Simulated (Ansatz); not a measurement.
# CrN2 (Pnnm) in Ansatz: notebook

The runs below take CrN2 through single point, with PBEsol.

All numbers are computed with Ansatz 0.2.0; they aren't measurements. Logs are shortened: lines on timing, memory, paths and dates and some standing lists are left out, and cuts for length are marked.

## (1) The crystal as given

The structure is orthorhombic, space group Pnnm (No. 58). The conventional cell has a = 3.902 Å, b = 4.810 Å, c = 2.784 Å, α = 90.00°, β = 90.00°, γ = 90.00°. Cr (site symmetry 2/m) has 6 N at 2.04 to 2.05 Å as nearest neighbours. Around N (site symmetry m) lie 1 N at 1.35 Å.

The cell comes from a database or a generator and needn't be the stable form of this composition.

## (2) Single point, PBEsol, collinear spin, program default start

Input file input.yaml:

```yaml
crystal:
  lattice:
    - [3.901786, 0.0, 0.0]
    - [0.0, 4.809512, 0.0]
    - [0.0, 0.0, 2.78417]
  atoms:
    - { symbol: Cr, position: [0.0, 0.0, 0.0] }
    - { symbol: Cr, position: [0.5, 0.5, 0.5] }
    - { symbol: "N", position: [0.86617, 0.588775, 0.0] }
    - { symbol: "N", position: [0.13383, 0.411225, 0.0] }
    - { symbol: "N", position: [0.36617, 0.911225, 0.5] }
    - { symbol: "N", position: [0.63383, 0.088775, 0.5] }
hamiltonian:
  xc: pbesol
  pseudopotentials: { kind: paw }
magnetization:
  spin_polarized: true
  initial_magnetization: 0.0
  spin_locking: { lock_magnetization: hard }
kpoints:
  mp_grid: { grid: [6, 5, 8] }
scf:
  occupations: { method: fermi_dirac, width: 0.05 }
  lower_state_search: "off"
output:
  forces: true
  stress: true
  eigenvalues: true
```

Potentials or basis: Ansatz PAW.

On the command line:

```
$ ansatz run input.yaml --threads 2 --pin off --max-ram 5632MiB --backend cpu --events-out ev --progress --plain --runs-dir out
```

Standard output:

```text
Warning: output.stress: scf.convergence.dr2_threshold = 1e-7 eV (the SCF's general default) is looser than the 6e-10 eV advised for a printed stress (1e-10 eV for each atom of the cell: 6). What an SCF threshold leaves in a stress goes as its square root, and in the free energy as the threshold itself, and one threshold admits the most on a small cell: of the crystals measured, under no hybrid functional and no lock of the moments, on runs that ended without the residual-converged pass, on stresses that held no estimate of that error, the worst erred by over 100 MPa in a component at 1e-7 eV an atom and by under 5 at 1e-10. Set scf.convergence.dr2_threshold to 6e-10 eV or tighter. The threshold is an SCF's pass mark: one that does not reach it within its budget of iterations ends unconverged, or closes short of it on a stop that the run arms, and scf.convergence.dr2_threshold's page says what that costs each kind of run
Warning: RAYON_NUM_THREADS=2 ignored (pool sized by the plan → 2); use --threads N
Engine: ansatz 0.2.0, aarch64-unknown-linux-gnu
Pseudopotentials: kind: paw
Pseudopotential: Cr, paw, valence charge 14, recommended cutoff 420 eV (normal), Cr.paw.azcp
Pseudopotential: N, paw, valence charge 5, recommended cutoff 420 eV (normal), N.paw.azcp
Functional definition: PBEsol
  exchange = pbesol_x
  correlation = pbesol_c
Crystal: 6 atoms, lattice volume = 52.247 Å³
Basis set: ecut = 420 eV, 1017 PW (Γ), exchange–correlation on 54×72×40 points (8 copies of the dense FFT grid, shifted against one another)
Bands: 30, of which v1, the nominal top of the filled ones, is band 24 counted from 1 (23 counted from 0)
Symmetry: 8 space group operations
Space group: Pnnm (ITA 58), of the structure as read, at distance tolerance 3.7e-5 Å
k-points: 60 of 240
Non-local potential: Cr, projectors of the file, l = 0: 3, l = 1: 2, l = 2: 3, l = 3: 1
Non-local potential: N, projectors of the file, l = 0: 2, l = 1: 2, l = 2: 1
PAW form: soft (Blöchl's): semilocal exchange-correlation on the pseudo side does not see the compensation charge
PAW frozen core: Cr, regenerated for the run's functional, and the local potential with it (the file was generated under x = pbe(κ = 0.804, μ = 0.2195149727645171), c = pbe(β = 0.06672455060314922))
PAW frozen core: N, regenerated for the run's functional, and the local potential with it (the file was generated under x = pbe(κ = 0.804, μ = 0.2195149727645171), c = pbe(β = 0.06672455060314922))
PAW one-centre angular grid: Cr, 590 points (default); XC on 64 Gauss nodes
PAW one-centre angular grid: N, 110 points (default); XC on 64 Gauss nodes
Initial density: superposition of atomic densities (chi_scale 0.1, normalization cell, long waves kept (reshape's long-wave potential 0.00 eV rms))
Initial wavefunctions: pseudopotential atomic-orbital guess
Functional: x = pbesol(κ = 0.804, μ = 0.12345679012345678), c = pbesol(β = 0.046)
SCF iter   1: F=—  HF=-8213.257955 eV  |F-HF|=—  |Δ(HF+E_count)|=         —  Δρ=7.17e-2 (↑7.17e-2 ↓7.17e-2)  dr2=9.39e0  dr2_m=0.00e0  M=0.000 μB ∫|m|=0.000 μB  β_m=0.30  ethr=3.10e-3  ⟨swp⟩=5.2  Hψ=6231  notcnv=0
preconditioner: auto → Kerker (q_TF=auto, 2.690 Å⁻¹)  [metal: Δε(μ)=0.007 eV  Ē_g=8.972 eV  σ=0.050 eV  W_gap=0.03  n_scr=16 (ndim 8)  ℏωp=29.1 eV  f_vac=0.000  D(μ)=9.41/eV (n_scr^D=178)]
spin=Collinear: Kerker preconditioning applied to the charge; magnetization (m = ρ↑ − ρ↓) channel mixes plain (no charge-response kernel on spin).
SCF iter   2: F=—  HF=-8212.266881 eV  |F-HF|=—  |Δ(HF+E_count)|=   9.91e-1  Δρ=2.81e-2 (↑2.81e-2 ↓2.81e-2)  dr2=1.05e0  dr2_m=0.00e0  M=0.000 μB ∫|m|=0.000 μB  β_m=0.30  ethr=3.10e-3  ⟨swp⟩=2.3  Hψ=3905  notcnv=0
SCF iter   3: F=—  HF=-8212.139916 eV  |F-HF|=—  |Δ(HF+E_count)|=   1.27e-1  Δρ=2.10e-2 (↑2.10e-2 ↓2.10e-2)  dr2=5.44e-1  dr2_m=0.00e0  M=0.000 μB ∫|m|=0.000 μB  β_m=0.58  ethr=2.18e-3  ⟨swp⟩=2.0  Hψ=2483  notcnv=0
SCF iter   4: F=—  HF=-8212.026417 eV  |F-HF|=—  |Δ(HF+E_count)|=   1.13e-1  Δρ=7.35e-3 (↑7.35e-3 ↓7.35e-3)  dr2=8.56e-2  dr2_m=0.00e0  M=0.000 μB ∫|m|=0.000 μB  β_m=0.56  ethr=1.13e-3  ⟨swp⟩=2.1  Hψ=3020  notcnv=0
SCF iter   5: F=—  HF=-8212.009847 eV  |F-HF|=—  |Δ(HF+E_count)|=   1.66e-2  Δρ=2.51e-3 (↑2.51e-3 ↓2.51e-3)  dr2=1.67e-2  dr2_m=0.00e0  M=0.000 μB ∫|m|=0.000 μB  β_m=0.61  ethr=1.78e-4  ⟨swp⟩=2.5  Hψ=2891  notcnv=0
SCF iter   6: F=—  HF=-8212.008046 eV  |F-HF|=—  |Δ(HF+E_count)|=   1.80e-3  Δρ=1.03e-3 (↑1.03e-3 ↓1.03e-3)  dr2=1.48e-3  dr2_m=0.00e0  M=0.000 μB ∫|m|=0.000 μB  β_m=0.67  ethr=3.47e-5  ⟨swp⟩=2.0  Hψ=2541  notcnv=0
SCF iter   7: F=—  HF=-8212.007927 eV  |F-HF|=—  |Δ(HF+E_count)|=   1.19e-4  Δρ=3.03e-4 (↑3.03e-4 ↓3.03e-4)  dr2=1.36e-4  dr2_m=0.00e0  M=0.000 μB ∫|m|=0.000 μB  β_m=0.75  ethr=3.08e-6  ⟨swp⟩=2.6  Hψ=2900  notcnv=0
SCF iter   8: F=—  HF=-8212.007942 eV  |F-HF|=—  |Δ(HF+E_count)|=   1.51e-5  Δρ=9.38e-5 (↑9.38e-5 ↓9.38e-5)  dr2=1.06e-5  dr2_m=0.00e0  M=0.000 μB ∫|m|=0.000 μB  β_m=0.77  ethr=2.83e-7  ⟨swp⟩=2.9  Hψ=3154  notcnv=0
SCF iter   9: F=—  HF=-8212.007946 eV  |F-HF|=—  |Δ(HF+E_count)|=   4.01e-6  Δρ=2.74e-5 (↑2.74e-5 ↓2.74e-5)  dr2=1.44e-6  dr2_m=0.00e0  M=0.000 μB ∫|m|=0.000 μB  β_m=0.87  ethr=2.21e-8  ⟨swp⟩=2.4  Hψ=2669  notcnv=0
SCF iter  10: F=—  HF=-8212.007946 eV  |F-HF|=—  |Δ(HF+E_count)|=   1.10e-7  Δρ=1.27e-5 (↑1.27e-5 ↓1.27e-5)  dr2=3.27e-7  dr2_m=0.00e0  M=0.000 μB ∫|m|=0.000 μB  β_m=0.94  ethr=3.00e-9  ⟨swp⟩=2.0  Hψ=2293  notcnv=0
SCF iter  11: F=-8212.007946 eV  HF=-8212.007946 eV  |F-HF|=8.00e-8  |Δ(HF+E_count)|=   5.57e-9  Δρ=6.40e-6 (↑6.40e-6 ↓6.40e-6)  dr2=8.04e-8  dr2_m=0.00e0  M=0.000 μB ∫|m|=0.000 μB  ethr=2.08e-10  ⟨swp⟩=3.2  Hψ=4477  notcnv=0
SCF 1 converged in 11 iterations: F = -8212.007946 eV  dr2 = 8.04e-8
SCF converged after 11 iterations
Stability checked in part: among states of this total moment the steps that led to this state did not find it unstable. No probe was made; neither looks for a lower state of another moment (fixed_total_moment; see scf.lower_state_search)
Magnetization: 0.0000 μB (24.0000 up, 24.0000 down)
Absolute magnetization: 0.0000 μB (∫|ρ↑−ρ↓|)
Spin contamination: 0.0000 ħ² per cell (⟨S²⟩ above its minimum at these occupations)
Per-site moments (μB) at R_I (Å): [(0.0, 0.8414829617259173), (0.0, 0.8414829617259173), (0.0, 0.5564723882107674), (0.0, 0.5564723882107674), (0.0, 0.5564723882107675), (0.0, 0.5564723882107675)]
Free energy (F): -8212.007946 eV
Harris-Foulkes:  -8212.007946 eV  (|F-HF|=8.00e-8)
Internal energy: -8211.917517 eV  (E = F + TS)
E sigma→0 (E₀):  -8211.962732 eV
Entropy (-TS):   -0.090429 eV (-15.072 meV/atom)
Fermi energy:    13.528912 (↑ 13.528912, ↓ 13.528912) eV
--- Per-component energies (eV) ---
  E_band       = -374.120174
  E_kinetic    = 1198.396365
  E_local      = -3490.499357  (includes V_loc(G=0)·N_el)
  E_nonlocal   = 342.349949
  E_hartree    = 1388.479397
  E_xc         = -511.042379
  E_vxc        = -653.643487  (∫ρ·V_xc dr)
  E_paw        = -2820.263309  (= ΣΔE_a)
  E_vpaw       = -547.667746  (= ΣTr[D̂ρ^β])
  E_aug_tail   = 0.001075  (compensation charges beyond the density's cutoff)
  E_ewald      = -4319.771653
  E_core_change = 0.432394  (= ΣΔE_core)
  E_smearing   = -0.090429  (= −TS)
  E_closure    = -0.000000  (closes the sum)
  Σ components = -8212.007946   (vs F -8212.007946, Δ=0.00e0)
--- Forces (eV/Å), atoms counted from 1 ---
  atom   1  Cr     0.00000000     0.00000000     0.00000000
  atom   2  Cr     0.00000000     0.00000000     0.00000000
  atom   3  N     -0.03201757    -0.09815095     0.00000000
  atom   4  N      0.03201757     0.09815095     0.00000000
  atom   5  N     -0.03201757     0.09815095     0.00000000
  atom   6  N      0.03201757    -0.09815095     0.00000000
  max |Σ_I F_I| component: 0.00e0 eV/Å
--- Stress (GPa, compression-positive) ---
      -13.199801       0.000000       0.000000
        0.000000     -19.522421       0.000000
        0.000000       0.000000     -20.490222
  P = ⅓ Tr σ = -17.7375 GPa (-177.375 kbar)
--- Band table (eV; the first three rows and the last of 120) ---
  k-point 0 ↑: bands = ["-58.2053", "-58.1985", "-29.7489", "-29.6925", "-29.6457", "-29.6333", "-29.5817", "-29.5472", "-7.0786", "-6.1510", "1.9943", "2.5710", "5.8851", "5.9615", "7.3849", "8.6642", "9.2902", "9.3641", "9.6514", "10.3375", "11.3515", "11.3548", "12.9327", "13.0643", "13.3402", "13.6170", "13.9255", "14.0276", "16.9304", "18.5921"]
  k-point 1 ↑: bands = ["-58.2017", "-58.1954", "-29.7432", "-29.6910", "-29.6788", "-29.6675", "-29.5759", "-29.5439", "-6.9449", "-6.0737", "2.0385", "2.5296", "5.9232", "6.1255", "7.1550", "8.4671", "8.5781", "9.6107", "9.6634", "9.8330", "11.3405", "11.7323", "13.0803", "13.4259", "13.5529", "13.7564", "13.8647", "13.8864", "16.9049", "18.2272"]
  k-point 2 ↑: bands = ["-58.1928", "-58.1879", "-29.7581", "-29.7498", "-29.7286", "-29.6884", "-29.5610", "-29.5363", "-6.5898", "-5.8926", "2.1350", "2.4281", "5.8604", "6.4654", "6.8097", "7.1102", "8.3154", "8.5481", "10.2924", "10.3648", "11.1717", "12.3850", "13.0928", "13.5774", "13.7129", "13.7154", "14.2277", "14.3435", "16.8508", "17.4021"]
  k-point 59 ↓: bands = ["-58.1786", "-58.1786", "-29.8651", "-29.8651", "-29.6969", "-29.6969", "-29.5381", "-29.5381", "-5.8386", "-5.8386", "2.3582", "2.3582", "5.6881", "5.6881", "6.8860", "6.8860", "7.6822", "7.6822", "10.5082", "10.5082", "11.8296", "11.8296", "13.3925", "13.3925", "13.5442", "13.5442", "15.0341", "15.0341", "17.0301", "17.0301"]
```

Wall time 4 s (2 threads of Arm Neoverse V1, shared host); peak memory 0.4 GiB.

What came out:

```yaml
Free_energy: -8212.0079 eV
Pressure: -17.7 GPa
Largest_force: 0.103 eV/Å
Net_moment: 0.00 μB per cell
Absolute_moment: 0.00 μB per cell
```

Forces on the atoms (eV/Å):
```
Cr   0.000  0.000  0.000
Cr   0.000  0.000  0.000
N   -0.032 -0.098  0.000
N    0.032  0.098  0.000
N   -0.032  0.098  0.000
N    0.032 -0.098  0.000
```

Caveat: the pressure holds a Pulay correction of +0.8 GPa for the finite cutoff; the total moment is fixed, so each spin has its own Fermi level; the PAW data sets come from PBE, with cores solved anew for the run's functional, which leaves a small shift of forces and pressure; the thresholds are loose for stress.

## (3) Single point, PBEsol, collinear spin, ferromagnetic start

input.yaml: that of step 2 with these lines changed.

```diff
@@ -6,4 +6,4 @@
   atoms:
-    - { symbol: Cr, position: [0.0, 0.0, 0.0] }
-    - { symbol: Cr, position: [0.5, 0.5, 0.5] }
+    - { symbol: Cr, position: [0.0, 0.0, 0.0], spin: 0.75 }
+    - { symbol: Cr, position: [0.5, 0.5, 0.5], spin: 0.75 }
     - { symbol: "N", position: [0.86617, 0.588775, 0.0] }
@@ -17,3 +17,3 @@
   spin_polarized: true
-  initial_magnetization: 0.0
+  initial_magnetization: 1.5
   spin_locking: { lock_magnetization: hard }
@@ -28 +28,5 @@
   eigenvalues: true
+  write_density: true
+  write_potential: true
+  elf: true
+  volumetric_format: npy
```

Potentials or basis: Ansatz PAW.

On the command line:

```
$ ansatz run input.yaml --threads 2 --pin off --max-ram 5632MiB --backend cpu --events-out ev --progress --plain --runs-dir out
```

Standard output:

```text
Warning: output.stress: scf.convergence.dr2_threshold = 1e-7 eV (the SCF's general default) is looser than the 6e-10 eV advised for a printed stress (1e-10 eV for each atom of the cell: 6). What an SCF threshold leaves in a stress goes as its square root, and in the free energy as the threshold itself, and one threshold admits the most on a small cell: of the crystals measured, under no hybrid functional and no lock of the moments, on runs that ended without the residual-converged pass, on stresses that held no estimate of that error, the worst erred by over 100 MPa in a component at 1e-7 eV an atom and by under 5 at 1e-10. Set scf.convergence.dr2_threshold to 6e-10 eV or tighter. The threshold is an SCF's pass mark: one that does not reach it within its budget of iterations ends unconverged, or closes short of it on a stop that the run arms, and scf.convergence.dr2_threshold's page says what that costs each kind of run
Warning: RAYON_NUM_THREADS=2 ignored (pool sized by the plan → 2); use --threads N
[... 1 set-up line as earlier in the session ...]
[... 84 lines left out ...]
  k-point 1 ↑: bands = ["-58.5252", "-58.5189", "-30.1117", "-30.0596", "-30.0355", "-30.0034", "-29.8121", "-29.8009", "-6.9164", "-6.0385", "2.0883", "2.5797", "5.9273", "6.0821", "7.1709", "8.5080", "8.6222", "9.6281", "9.6479", "9.7607", "11.2648", "11.6534", "12.5991", "13.0023", "13.4028", "13.4122", "13.4803", "13.7187", "16.7567", "18.1874", "18.2039"]
  k-point 2 ↑: bands = ["-58.5165", "-58.5117", "-30.0976", "-30.0575", "-30.0209", "-29.9960", "-29.8908", "-29.8825", "-6.5591", "-5.8562", "2.1839", "2.4739", "5.8678", "6.4319", "6.8124", "7.1380", "8.3507", "8.5855", "10.2152", "10.3429", "11.1219", "12.3674", "12.5584", "12.9474", "13.4355", "13.5861", "14.0463", "14.0937", "16.7454", "17.3130", "17.4569"]
  k-point 59 ↓: bands = ["-57.6378", "-57.6378", "-29.6418", "-29.6418", "-29.0386", "-29.0386", "-28.8366", "-28.8366", "-5.8550", "-5.8550", "2.3474", "2.3474", "5.7136", "5.7136", "6.9163", "6.9163", "7.7051", "7.7051", "10.5972", "10.5972", "11.9365", "11.9365", "13.7185", "13.7185", "14.4308", "14.4308", "15.4062", "15.4062", "17.2522", "17.2522", "18.6427"]
```

rho_z.tsv:

```text
# z_ang	rho[e/angstrom^3]	rho_spin[e/angstrom^3]
# format = ansatz-planar-average/11
# lattice	3.901786000	0.000000000	0.000000000
# lattice	0.000000000	4.809512000	0.000000000
# lattice	0.000000000	0.000000000	2.784170000
# sites	6
# site	24	0.000000000	0.000000000	0.000000000
# site	24	1.950893000	2.404756000	1.392085000
# site	7	3.379609980	2.831720428	0.000000000
# site	7	0.522176020	1.977791572	0.000000000
# site	7	1.428716980	4.382547572	1.392085000
# site	7	2.473069020	0.426964428	1.392085000
0.000000	1.358044e0	6.938778e-2
0.139209	1.269598e0	5.816844e-2
0.278417	1.043010e0	3.393359e-2
0.417625	7.764140e-1	1.316079e-2
0.556834	5.747572e-1	3.147166e-3
0.696043	5.015530e-1	8.908256e-4
[... 12 lines left out ...]
2.505753	1.043010e0	3.393359e-2
2.644961	1.269598e0	5.816844e-2
```

v_z.tsv:

```text
# z_ang	v_es[eV]	v_tot_up[eV]	v_tot_dn[eV]
# format = ansatz-planar-average/11
# xc	pbesol
# density_cutoff_ev	1680
# datasets	Cr=:simpson_from_first_knot:soft:shift=-673940	N=:simpson_from_first_knot:soft:shift=-194789
# lattice	3.901786000	0.000000000	0.000000000
# lattice	0.000000000	4.809512000	0.000000000
# lattice	0.000000000	0.000000000	2.784170000
# sites	6
# site	24	0.000000000	0.000000000	0.000000000
# site	24	1.950893000	2.404756000	1.392085000
# site	7	3.379609980	2.831720428	0.000000000
# site	7	0.522176020	1.977791572	0.000000000
# site	7	1.428716980	4.382547572	1.392085000
# site	7	2.473069020	0.426964428	1.392085000
0.000000	1.893667e0	-1.147789e1	-1.115583e1
0.139209	2.459426e0	-1.075860e1	-1.047940e1
0.278417	4.033928e0	-8.878931e0	-8.686770e0
0.417625	6.143605e0	-6.411249e0	-6.303772e0
0.556834	8.040144e0	-4.181593e0	-4.136189e0
0.696043	8.857562e0	-3.237433e0	-3.213586e0
[... 12 lines left out ...]
2.505753	4.033928e0	-8.878931e0	-8.686770e0
2.644961	2.459426e0	-1.075860e1	-1.047940e1
```

Wall time 13 s (2 threads of Arm Neoverse V1, shared host); peak memory 0.42 GiB.

What came out:

| Property | Result |
| --- | --- |
| Free energy | -8212.4053 eV |
| Pressure | -15.6 GPa |
| Largest force | 0.043 eV/Å |
| Net moment | 1.50 μB per cell |
| Absolute moment | 2.05 μB per cell |
| Site moments | Cr +0.72; N -0.04 μB |

Forces in eV/Å, atoms in the order of the input:
```
Cr   0.000  0.000  0.000
Cr   0.000  0.000  0.000
N   -0.030 -0.032  0.000
N    0.030  0.032  0.000
N   -0.030  0.032  0.000
N    0.030 -0.032  0.000
```

Caveat: the pressure holds a Pulay correction of +0.8 GPa for the finite cutoff; the total moment is fixed, so each spin has its own Fermi level; only a ferromagnetic start was run, and an antiferromagnetic order may lie lower in energy; the PAW data sets come from PBE, with cores solved anew for the run's functional, which leaves a small shift of forces and pressure; the thresholds are loose for stress.
